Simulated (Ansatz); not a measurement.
Task: a ladder of methods at one geometry of C2H3AlCl2, SMILES C=[CH][Al]([Cl])[Cl], with the Ansatz DFT code, driven from Python. Give the script and its output. Use (for the species named): LC-wPBE, cc-pVDZ basis, multiplicity 1. The script varies functional: lc_wpbe, hf, hse06, r2scan.

| atom | x (Å) | y (Å) | z (Å) |
| --- | --- | --- | --- |
| C | 0.7201 | -0.1234 | 1.3387 |
| C | -0.0570 | -0.6568 | 0.3670 |
| Al | -0.5911 | 0.3233 | -1.2860 |
| Cl | -1.6883 | -0.6760 | -2.8311 |
| Cl | 0.0806 | 2.4129 | -1.5719 |
| H | 0.9345 | -0.6232 | 2.2167 |
| H | 1.0346 | 0.9518 | 1.2379 |
| H | -0.3413 | -1.6657 | 0.4728 |

The script, `methods_c2h3alcl2.py`:
```python
# -*- coding: utf-8 -*-
"""C2H3AlCl2 at several levels of theory."""

from pathlib import Path
import logging
import sys

import ansatz as az
import numpy as np

logging.basicConfig(stream=sys.stdout, format="%(name)s: %(message)s")
log = logging.getLogger("c2h3alcl2")
log.setLevel(logging.INFO)

GEOMETRY = """
C     0.72010   -0.12340    1.33870
C    -0.05700   -0.65680    0.36700
Al   -0.59110    0.32330   -1.28600
Cl   -1.68830   -0.67600   -2.83110
Cl    0.08060    2.41290   -1.57190
H     0.93450   -0.62320    2.21670
H     1.03460    0.95180    1.23790
H    -0.34130   -1.66570    0.47280
"""


def main():
    molecule = az.Crystal.molecule()
    for line in GEOMETRY.strip().splitlines():
        symbol, *xyz = line.split()
        molecule = molecule.atom(symbol, [float(v) for v in xyz])

    calc = molecule.calculation().basis(gaussian="cc-pVDZ")

    log.info("functional    E (Ha)        dipole (D)   HOMO (eV)  LUMO (eV)")
    for name in ["lc_wpbe", "hf", "hse06", "r2scan"]:
        rep = calc.functional(name).forces().orbitals().run(threads=1, backend="cpu", runs_dir="runs").report
        lines = Path(rep["orbitals_path"]).read_text().splitlines()
        field_of = lambda key: [line.split("=")[1].strip() for line in lines if line.startswith(key)]
        orbitals = [(27.211386 * float(e), s, float(n)) for e, s, n in zip(field_of("Ene="), field_of("Spin="), field_of("Occup="))]
        homo = max(e for e, _, n in orbitals if n > 0.5)
        lumo = min(e for e, _, n in orbitals if n < 0.5)
        dipole = 4.803205 * np.linalg.norm(rep["charge_distribution"]["dipole_moment_e_ang"])
        log.info(f"{name:10s} {rep['free_energy_ev'] / 27.211386246:14.6f} {dipole:9.3f} {homo:11.3f} {lumo:10.3f}")


if __name__ == "__main__":
    main()
```

Running `python methods_c2h3alcl2.py` prints:
```text
c2h3alcl2: functional    E (Ha)        dipole (D)   HOMO (eV)  LUMO (eV)
c2h3alcl2: lc_wpbe      -1240.566050     2.491     -11.141      0.292
c2h3alcl2: hf           -1238.539156     2.687     -10.690      1.314
c2h3alcl2: hse06        -1240.429487     2.499      -7.967     -2.181
c2h3alcl2: r2scan       -1240.834248     2.485      -7.482     -2.442
```

Notes:
- Total energies depend on the basis set; only differences at equal settings carry meaning.
- The geometry is a force-field or estimated start, not a minimum of this method, and the basis set is short of its limit. A lower total doesn't mark the better method: functionals have no common bound, and MP2 and coupled cluster aren't variational.
- Levels such as HOMO and LUMO are orbital energies: with these approximate functionals they aren't the ionisation energy and electron affinity, and their gap isn't the fundamental gap.
- For Al to Cl the sets with a tight d function, cc-pV(X+d)Z, are usual.
- hse06 follows the composition of plane-wave codes, whose totals differ by tens of mHa, up to about 0.1 Ha, from the form usual in Gaussian-basis programs (wpbeh).
- The whole script took 20 s on 1 thread of Arm Neoverse V1 (shared host), peak memory 0.29 GiB.

(A comment or docstring line of the script was reworded after the run, the code is as it ran; lines on the test bed's own set-up are left out of the output.)
